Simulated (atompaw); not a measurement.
**Pseudopotential generation for Mo: PAW (atompaw), PBE**

Task: generate the file, and judge it by its logarithmic derivatives, its ghosts and its cutoff.

Method: atompaw 4.2.0.5, PBE, scalar-relativistic.

## (1) Settings

The settings as typed:

| Quantity | Value |
| --- | --- |
| element | molybdenum (Mo, Z = 42) |
| type | PAW |
| frozen core | [Kr] |
| valence charge | 6 |
| reference configuration | 4d5 5s0 5p1 |
| partial waves | 5s (bound, empty): rc 3.00 bohr; 5s channel at 3.55 Ry: rc 3.00 bohr; 5p (bound): rc 3.00 bohr; 5p channel at 0.4 Ry: rc 3.00 bohr; 4d (bound): rc 3.00 bohr; 4d channel at 1 Ry: rc 3.00 bohr |
| local potential | bessel scheme, radius 2.50 bohr |
| core correction | smooth core density matched at 1.90 bohr |
| augmentation charge | sinc compensation charge, radius 2.85 bohr; PAW radius 3.00 bohr; waves and projectors: custom rrkj gramschmidtortho |

## (2) Generation

File Mo.input:

```
Mo 42
GGA-PBE scalarrelativistic loggrid 1500 logderivrange -2 5 176
5 5 4 0 0 0
5 0 0
5 1 1
4 2 5
0 0 0
c
c
c
c
v
c
c
c
v
c
v
2
3.00 2.85 2.50 1.90
y
3.55
n
y
0.4
n
y
1
n
custom rrkj gramschmidtortho sinc
bessel
3.00
3.00
3.00
3.00
3.00
3.00
PWSCFOUT
UPFDX 0.0125d0 UPFXMIN -7.d0 UPFZMESH 42.d0
END
```

Run with:

```sh
$ atompaw < Mo.input > Mo.log
```

What does the calculation give? Wanted: cutoffs for 10 and 1 mRy, occupied levels; bound ghosts; largest phase difference near zero energy, channels read; lowest eigenvalue of the overlap; share of valence orbitals outside the PAW sphere; UPF file.

The runs gave:

| quantity | value |
| --- | --- |
| cutoffs for 10 and 1 mRy, occupied levels | 10 Ry and 18 Ry |
| bound ghosts | none found |
| largest phase difference near zero energy, channels read | 0.007 rad |
| lowest eigenvalue of the overlap (Bessel basis) | 0.609 (p) |
| share of valence orbitals outside the PAW sphere | 5s 61 %, 5p 87 %, 4d 13 % |
| UPF file | written |

**Reading.** It counts as soft on the atom at that tolerance, with 10 Ry needed at the looser tolerance. The slowest occupied level is 4d: taken alone it needs 12 Ry to come within 1 mRy, against 6 Ry or less for 5p. No bound ghost shows below the valence levels. Near zero energy the phases of the channels with partial waves agree within 0.007 rad. These are tests on the free atom; a crystal test is still owed.
